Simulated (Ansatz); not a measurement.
# KZn4As3, relaxed

Aim: in KZn4As3, a structure type of another compound, with these elements put in, relax cell and atoms, then read levels, charges and fields where it ends.

Program: Ansatz 0.2.0. Level of theory: DFT, PBE, no spin polarisation, plane waves, PAW. These are calculated values, not measurements.

### 1 The system as given

Symmetry: R-3m, No. 166, trigonal system. Conventional cell: a = 4.206 Å, b = 4.206 Å, c = 33.780 Å, α = 90.00°, β = 90.00°, γ = 120.00°. Zn (site symmetry 3m) has 4 As at 2.49 to 3.01 Å as nearest neighbours. Zn (site symmetry 3m) has 4 As at 2.49 to 2.66 Å as nearest neighbours. Around As (site symmetry 3m) lie 4 Zn at 2.49 Å and 3 K at 3.19 Å. As (site symmetry -3m) is surrounded by 8 Zn at 2.66 to 3.01 Å. Around K (site symmetry -3m) lie 6 As at 3.19 Å and 6 Zn at 3.57 Å.

Symmetry-reduced, conventional setting; the input below types the cell that was run:

```cif
data_structure
_symmetry_space_group_name_H-M 'R-3m:H'
_symmetry_Int_Tables_number 166
_cell_length_a 4.2061
_cell_length_b 4.2061
_cell_length_c 33.7796
_cell_angle_alpha 90.000
_cell_angle_beta 90.000
_cell_angle_gamma 120.000
_cell_volume 517.55
loop_
_atom_site_label
_atom_site_type_symbol
_atom_site_symmetry_multiplicity
_atom_site_Wyckoff_symbol
_atom_site_fract_x
_atom_site_fract_y
_atom_site_fract_z
_atom_site_occupancy
Zn1 Zn 6 c 0.33333 0.66667 0.75585 1
Zn2 Zn 6 c 0.33333 0.66667 0.96808 1
As1 As 6 c 0.33333 0.66667 0.89442 1
As2 As 3 a 0.00000 0.00000 0.00000 1
K1 K 3 b 0.66667 0.33333 0.83333 1
```

It starts from an earlier solution of the starting cell (checkpoint.read).

### 2 Relaxing

The input, input.yaml:

```yaml
crystal:
  lattice:
    - [2.103065, 3.642609, 0.0]
    - [-2.103065, 3.642609, 0.0]
    - [0.0, -2.428406, 11.259867]
  atoms:
    - { symbol: Zn, position: [0.08918, 0.08918, 0.26754] }
    - { symbol: Zn, position: [0.91082, 0.91082, 0.73246] }
    - { symbol: Zn, position: [0.30141, 0.30141, 0.90423] }
    - { symbol: Zn, position: [0.69859, 0.69859, 0.09577] }
    - { symbol: As, position: [0.22775, 0.22775, 0.68325] }
    - { symbol: As, position: [0.77225, 0.77225, 0.31675] }
    - { symbol: As, position: [0.0, 0.0, 0.0] }
    - { symbol: K, position: [0.5, 0.5, 0.5] }
  symmetry: { tolerance: 0.0003 }
kpoints:
  mp_grid: { grid: [5, 5, 5], shift: [0, 0, 0] }
magnetization:
  spin_polarized: false
scf:
  occupations: { method: fermi_dirac }
  lower_state_search: "off"
hamiltonian:
  pseudopotentials: { kind: paw }
  xc: pbe
basis:
  ecutwfc: 420
  fft_grid_basis: typed
relax:
  max_steps: 60
  cell: { p_target: 0.0 }
output:
  forces: true
  stress: true
  eigenvalues: true
  populations: true
  elf: true
  write_potential: true
  volumetric_format: npy
  dos:
    e_range: [-12, 8]
    de: 0.05
    projected: { site_lists: { As: [As], K: [K], Zn: [Zn] } }
  bader: false
checkpoint:
  read: saved_state
```

Launch:

```
$ ansatz run input.yaml --threads 2 --pin off --max-ram 2560MiB --backend cpu --events-out ev --progress --plain --runs-dir out
```

What does the calculation give? Wanted: moves; energy gained; largest move; cell; volume; pressure at the end; character.

As calculated:

```
                                                 quantity                                                                         value
                                                    moves                                                                             4
                                            energy gained                                                                 19.2 meV/atom
                                             largest move                                                                   0.20 Å (As)
                     space group (0.01 Å), before / after                                                                   R-3m / R-3m
                                                     cell  a = 4.223 Å, b = 4.223 Å, c = 11.966 Å, α = 100.16°, β = 100.16°, γ = 60.00°
                                                   volume                                                        22.62 Å³/atom (+4.9 %)
                                      pressure at the end                                                                      0.01 GPa
           formation energy (elements from separate runs)                                                                 -0.28 eV/atom
                                                character                                                                         metal
density of states, mean within 0.25 eV of the Fermi level                                                          0.25 per eV per cell
```

What this shows: The volume grew by 4.9 %, and the largest move of an atom is 0.20 Å apart from the change of the cell; the energy fell by 19.2 meV per atom. With 12 symmetry operations imposed, the end may be a saddle point towards distortions that break them. Bands barely cross the Fermi level: a semimetal or poor metal at this level, where functional and spin-orbit coupling decide; within 0.25 eV of the Fermi level the density of states averages 0.25 per eV per cell, mostly As p (53 %) and Zn s (27 %). Against the elements' reference phases (Zn hcp, As grey arsenic (A7), K bcc; separate runs with the same functional) the formation energy is -0.28 eV per atom, which says nothing yet of rival compounds.

Limits of this run: the k mesh is coarse for a cell without a gap.
